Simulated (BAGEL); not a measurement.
# SiCl4 (SMILES Cl[Si](Cl)(Cl)Cl) at RI-MP2/6-31G(d) (density fitting with qzvpp-jkfit, spherical functions)

Aim: the energy change on altering one bond length of SiCl4 at RI-MP2/6-31G* (density fitting with qzvpp-jkfit, spherical functions), from 2 runs. 

The calculation is run with BAGEL 1.2.2.

4 further runs of the same task are left out: 3 that didn't finish, 1 set aside as unsound or not needed.

## Step 1: The structure to begin with

SiCl4 has 5 atoms, charge 0, and is taken as a singlet. As SMILES, `Cl[Si](Cl)(Cl)Cl`. Geometry: relaxed at GFN2-xTB.

Bond lengths: Si1–Cl2 2.014 Å, Si1–Cl3 2.014 Å, Si1–Cl4 2.014 Å, Si1–Cl5 2.014 Å. Angles: Cl2–Si1–Cl3 109.6°, Cl2–Si1–Cl4 109.3°, Cl2–Si1–Cl5 109.4°, Cl3–Si1–Cl4 109.5°, Cl3–Si1–Cl5 109.6°, Cl4–Si1–Cl5 109.4°.

## Step 2: The energy at RI-MP2/6-31G(d) (density fitting with qzvpp-jkfit, spherical functions)

Contents of input.json:

```json
{ "bagel": [

{
  "title": "molecule",
  "basis": "6-31gs.json",
  "df_basis": "qzvpp-jkfit",
  "angstrom": "true",
  "geometry": [
    { "atom": "Si", "xyz": [       0.001880,      -0.001400,      -0.000450 ] },
    { "atom": "Cl", "xyz": [       0.008380,      -0.016650,       2.013610 ] },
    { "atom": "Cl", "xyz": [       1.896760,       0.011570,      -0.682240 ] },
    { "atom": "Cl", "xyz": [      -0.956420,       1.646440,      -0.650650 ] },
    { "atom": "Cl", "xyz": [      -0.950600,      -1.639970,      -0.680260 ] }
  ]
},

{ "title": "hf" },

{ "title": "mp2", "ncore": 25 }

]}
```

The basis set 6-31G* is read from a file made from the Basis Set Exchange's data (not shown).

The run is started by

```console
BAGEL_NUM_THREADS=1 BAGEL input.json > input.out
```

The program printed:

```text
* using 1 threads per process

  ===============================================================
  ===============================================================

  *** Geometry ***

  { "atom" : "Si", "xyz" : [      0.003553,     -0.002646,     -0.000850 ] },
  { "atom" : "Cl", "xyz" : [      0.015836,     -0.031464,      3.805171 ] },
  { "atom" : "Cl", "xyz" : [      3.584357,      0.021864,     -1.289247 ] },
  { "atom" : "Cl", "xyz" : [     -1.807372,      3.111321,     -1.229550 ] },
  { "atom" : "Cl", "xyz" : [     -1.796374,     -3.099094,     -1.285505 ] },

  Number of auxiliary basis functions:      640

  Since a DF basis is specified, we compute 2- and 3-index integrals:
    o Being stored without compression. Storage requirement is 0.041 GB

  Number of basis functions:       90
  Number of electrons      :       82

    * METHOD: MOLECULE                             0.41

  *** RHF ***

  === Nuclear Repulsion ===
   529.1678267259

      * DIIS with orbital gradients will be used.

  === RHF iteration (6-31gs.json) ===
      0      -2126.92857431          0.01022380           0.20
      1      -2127.00897832          0.00613366           0.20
      2      -2127.03853245          0.00068450           0.19
      3      -2127.03925970          0.00012024           0.19
      4      -2127.03928692          0.00002759           0.20
      5      -2127.03928840          0.00000639           0.19
      6      -2127.03928846          0.00000094           0.19
      7      -2127.03928846          0.00000011           0.19
      8      -2127.03928846          0.00000003           0.20
      9      -2127.03928846          0.00000000           0.20
    * SCF iteration converged.

    * Permanent dipole moment:
           (   -0.006198,     0.005297,     0.001967) a.u.

    * METHOD: HF                                   2.24

  *** RHF ***

  === Nuclear Repulsion ===
   529.1678267259

      * DIIS with orbital gradients will be used.

  === RHF iteration (6-31gs.json) ===
      0      -2127.03928846          0.00000000           0.19
    * SCF iteration converged.

    * Permanent dipole moment:
           (   -0.006197,     0.005297,     0.001967) a.u.

  === DF-MP2 calculation ===

    * freezing 25 orbitals
    * 3-index integral transformation done
    * assembly done

      MP2 correlation energy:   -0.5854425371      0.06

      MP2 total energy:       -2127.6247309990

    * METHOD: MP2                                  0.46

  ===============================================================
```

Run time: 3.3 s. Hardware: 1 thread of Arm Neoverse V2, shared host; peak memory 0.18 GiB.

## Step 3: The distorted shape

Contents of mp2.json:

```json
{ "bagel": [

{
  "title": "molecule",
  "basis": "6-31gs.json",
  "df_basis": "qzvpp-jkfit",
  "angstrom": true,
  "geometry": [
    { "atom": "Si", "xyz": [   -0.001370,    0.006225,   -1.007488 ] },
    { "atom": "Cl", "xyz": [    0.008380,   -0.016650,    2.013610 ] },
    { "atom": "Cl", "xyz": [    1.893510,    0.019195,   -1.689278 ] },
    { "atom": "Cl", "xyz": [   -0.959670,    1.654065,   -1.657688 ] },
    { "atom": "Cl", "xyz": [   -0.953850,   -1.632345,   -1.687298 ] }
  ]
},
{
  "title": "hf",
  "charge": 0
},
{
  "title": "mp2",
  "charge": 0,
  "ncore": 25
}

]}
```

The basis set 6-31G* is read from a file made from the Basis Set Exchange's data (not shown).

The run is started by

```console
BAGEL_NUM_THREADS=1 BAGEL mp2.json > mp2.out
```

The program printed:

```text
* using 1 threads per process

  ===============================================================
  ===============================================================

  *** Geometry ***

  { "atom" : "Si", "xyz" : [     -0.002589,      0.011764,     -1.903876 ] },
  { "atom" : "Cl", "xyz" : [      0.015836,     -0.031464,      3.805171 ] },
  { "atom" : "Cl", "xyz" : [      3.578215,      0.036273,     -3.192273 ] },
  { "atom" : "Cl", "xyz" : [     -1.813513,      3.125730,     -3.132576 ] },
  { "atom" : "Cl", "xyz" : [     -1.802515,     -3.084685,     -3.188531 ] },

  Number of auxiliary basis functions:      640

  Since a DF basis is specified, we compute 2- and 3-index integrals:
    o Being stored without compression. Storage requirement is 0.041 GB

  Number of basis functions:       90
  Number of electrons      :       82

    * METHOD: MOLECULE                             0.42

  *** RHF ***

  === Nuclear Repulsion ===
   479.3172814964

      * DIIS with orbital gradients will be used.

  === RHF iteration (6-31gs.json) ===
      0      -2126.73609707          0.01187846           0.20
      1      -2126.83847478          0.00898969           0.19
      2      -2126.92038512          0.00081398           0.19
      3      -2126.92180656          0.00022056           0.19
      4      -2126.92193649          0.00007178           0.20
      5      -2126.92195380          0.00002367           0.20
      6      -2126.92195632          0.00000779           0.19
      7      -2126.92195658          0.00000197           0.20
      8      -2126.92195660          0.00000074           0.19
      9      -2126.92195660          0.00000021           0.19
     10      -2126.92195660          0.00000005           0.19
     11      -2126.92195660          0.00000002           0.19
     12      -2126.92195660          0.00000001           0.19
    * SCF iteration converged.

    * Permanent dipole moment:
           (    0.002306,    -0.011178,     2.006339) a.u.

    * METHOD: HF                                   2.82

  *** RHF ***

  === Nuclear Repulsion ===
   479.3172814964

      * DIIS with orbital gradients will be used.

  === RHF iteration (6-31gs.json) ===
      0      -2126.92195660          0.00000000           0.20
    * SCF iteration converged.

    * Permanent dipole moment:
           (    0.002306,    -0.011178,     2.006337) a.u.

  === DF-MP2 calculation ===

    * freezing 25 orbitals
    * 3-index integral transformation done
    * assembly done

      MP2 correlation energy:   -0.5940574300      0.06

      MP2 total energy:       -2127.5160140305

    * METHOD: MP2                                  0.47

  ===============================================================
```

Wall time 3.9 s (1 thread of Arm Neoverse V2, shared host); peak memory 0.18 GiB.

## Step 4: Summary of results

Level: RI-MP2/6-31G* (density fitting with qzvpp-jkfit, spherical functions), 25 core orbitals frozen.

| quantity | value |
| --- | --- |
| first shape: total energy | -2127.62473 Eh |
| first shape: correlation energy (25 core orbitals frozen) | -585.4 mEh |
| distorted shape: total energy | -2127.51601 Eh |
| distorted shape: correlation energy (25 core orbitals frozen) | -594.1 mEh |
| energy change with the Si1–Cl2 bond stretched from 2.014 to 3.021 Å | 2.958 eV |

In words: With the Si1–Cl2 bond stretched from 2.014 to 3.021 Å the energy rises by 2.96 eV (285 kJ/mol). The first shape isn't relaxed at this level, so the change isn't measured from a minimum. A restricted reference can't describe the breaking bond well at this length.
